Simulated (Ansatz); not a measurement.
# SiC (F-43m): an equation of state far from equilibrium

One table from this session's results is given with a row withheld; the runs are named, their logs left out.

Program: Ansatz 0.2.0. Level of theory: DFT PBE, scalar-relativistic, plane waves, PAW. These are calculated values, not measurements.

## The system as given

The structure is cubic, space group F-43m (No. 216). The conventional cell has a = 4.380 Å, b = 4.380 Å, c = 4.380 Å, α = 90.00°, β = 90.00°, γ = 90.00°. Around Si (site symmetry -43m) lie 4 C at 1.90 Å. Around C (site symmetry -43m) lie 4 Si at 1.90 Å.

Structure file:

```
Si C
1.0
     0.00000    2.18984    2.18984
     2.18984    0.00000    2.18984
     2.18984    2.18984    0.00000
Si C
1 1
Cartesian
  0.0000 0.0000 0.0000
  1.0949 1.0949 1.0949
```

An earlier run at PBE left this cell at 10.501 Å³/atom and 0.01 GPa (18×18×18 mesh).

The first run:

input.yaml

```yaml
crystal:
  lattice:
    - [0.0, 2.1602472508, 2.1602472508]
    - [2.1602472508, 0.0, 2.1602472508]
    - [2.1602472508, 2.1602472508, 0.0]
  atoms:
    - { symbol: Si, position: [0.0, 0.0, 0.0] }
    - { symbol: C, position: [0.25, 0.25, 0.25] }
basis:
  ecutwfc: 420
  ecutrho_ratio: 4
kpoints:
  mp_grid: { grid: [18, 18, 18] }
hamiltonian:
  xc: pbe
scf:
  occupations: { method: gaussian, width: 0.05 }
output:
  forces: true
  stress: true
  eigenvalues: true
```

Run with:

```sh
ansatz run input.yaml --threads 1 --pin off --max-ram 2560MiB --backend cpu --events-out ev --progress --plain --runs-dir out
```

Among the steps run: Volume × 0.96; Volume × 1.04; Volume × 0.92; Volume × 0.88; Volume × 0.84; Volume × 0.8; Volume × 0.76; Volume × 0.72.

One table of the session follows, with a row left open; its other results are not shown here.

| volume (Å³/atom) | energy above the lowest (meV/atom) | pressure (GPa) | gap on the mesh (eV) |
| --- | --- | --- | --- |
| 7.561 | 920.8 | 130.3 | 1.00 |
| 7.981 | 622.4 | 98.5 | 1.08 |
| 8.401 | 399.0 | 72.8 | 1.14 |
| 8.821 | 236.5 | 51.9 | 1.20 |
| 9.241 | 123.6 | 34.8 | 1.25 |
| 9.661 | 51.1 | 20.9 | 1.29 |
| 10.081 | ? | ? | ? |
| 10.501 | 0.0 | 0.0 | 1.37 |
| 10.921 | 10.4 | -7.7 | 1.41 |

Q: Estimate the row for volume (Å³/atom) = 10.081 from the others.

Worked estimate for «energy above the lowest (meV/atom)». A straight line through the neighbours (9.661, 51.1) and (10.501, 0.0) gives 51.1 + (0.0 − 51.1) × (10.081 − 9.661) / (10.501 − 9.661) = 25.6; a parabola fitted to 4 rows on both sides gives 11.7.

**Answer.** energy above the lowest (meV/atom): 11.9; pressure (GPa): 9.4; gap on the mesh (eV): 1.34. In «energy above the lowest (meV/atom)» the line misses by +13.7 and the parabola by -0.2.

To keep in mind: Other structures may be lower in enthalpy at these pressures.
